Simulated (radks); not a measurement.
# Valence configurations of Nd³⁺

One table from this session's results is given with a row withheld; the runs are named, their logs left out.

Program: radks (a radial shooting solver on a logarithmic mesh, Libxc functionals) version 1. Level of theory: Dirac Kohn-Sham, PBE, spin-unpolarised, spherical densities, point nucleus; open shells fill j = l - 1/2 first. These are calculated values, not measurements, unless marked.

## The system

- element: neodymium (Z = 60)
- charge: +3
- electrons: 57
- configuration: [Xe] 4f3
- others tried: 4f1 6s2; 4f2 5d1; 4f1 5d1 6p1; 4f2 6p1; 4f2 6s1; 4f1.5 6s1 6p0.5; 4f1 5d1 6s1; 4f2.5 6s0.5; 4f1 6p2

Set-up of the first run:

Input:

```text
Z 60
configuration [Xe] 4f3
relativity Dirac
functional pbe,pbe
spin unpolarised
j_filling energy
nucleus point
c 137.035999084
```

Run with:

```console
$ python run_ks.py task.json out
```

The same process makes all the runs of this session.

Steps of the session up to this table: [Xe] 4f3.

One table of the session follows, with a row left open; its other results are not shown here.

It belongs to the step «[Xe] 4f3». Sizes of the orbitals, from the radial functions (bohr):

| level | <r> | outermost maximum (interpolated) | 90 % within | nodes |
| --- | --- | --- | --- | --- |
| 4p3/2 | 0.6503 | 0.597 | 0.946 | 2 |
| 4d3/2 | 0.6977 | 0.613 | 1.05 | 1 |
| 4d5/2 | 0.7076 | 0.621 | 1.06 | 1 |
| 5s1/2 | ? | ? | ? | ? |
| 5p1/2 | 1.594 | 1.42 | 2.31 | 3 |
| 5p3/2 | 1.669 | 1.49 | 2.42 | 3 |
| 4f5/2 | 0.9691 | 0.648 | 1.65 | 0 |
| 4f7/2 | 0.9788 | 0.653 | 1.67 | 0 |

Estimate the missing values for 5s1/2.

The run gave: <r>: 1.437; outermost maximum (interpolated): 1.30; 90 % within: 2.06; nodes: 4. In the column «<r>» it lies between 4f7/2 (0.9788) and 5p1/2 (1.594).
